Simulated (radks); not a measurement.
# Ge in [Ar] 3d10 4s1.5 4p2 5s0.5: an all-electron calculation

Aim: the levels, the sizes of the orbitals and the parts of the energy of neutral germanium.

Program: radks (a radial shooting solver on a logarithmic mesh, Libxc functionals) version 1. Level of theory: Dirac Kohn-Sham, PBEsol, spin-unpolarised, spherical densities, finite nucleus; open shells fill j = l - 1/2 first. These are calculated values, not measurements, unless marked.

## 1. Starting point

* element: germanium (Z = 32)
* charge: 0
* electrons: 32
* configuration: [Ar] 3d10 4s1.5 4p2 5s0.5
* nuclear rms radius: 4.0742 fm

## 2. The run

Settings of this run:

```text
Z 32
configuration [Ar] 3d10 4s1.5 4p2 5s0.5 4d0 5p0
relativity Dirac
functional pbe_sol,pbe_sol
spin unpolarised
j_filling energy
nucleus finite rms 4.0742 fm
c 137.035999084
```

**Question.** What will this run give?

As calculated:

| quantity | value |
| --- | --- |
| total energy | -2097.16931 hartree |
| exchange-correlation share of it | 3.71 % |
| −T/E | 1.0211 |
| highest occupied level | 5s1/2, -1.256 eV |
| most extended occupied level | 5s1/2, <r> = 7.40 bohr |
| radius at density 0.001 e/bohr³ | 4.41 bohr |
| maxima of the radial density | 3 |

**Reading.** 5 principal shells are occupied and 3 maxima appear in the radial density; where shells overlap, one shows as a shoulder or not at all. −T/E is 1.021: with relativity the kinetic term as defined here no longer equals −E. This is not the tabulated ground configuration, so its levels and sizes aren't those of the ground state, and no measured value stands beside it.
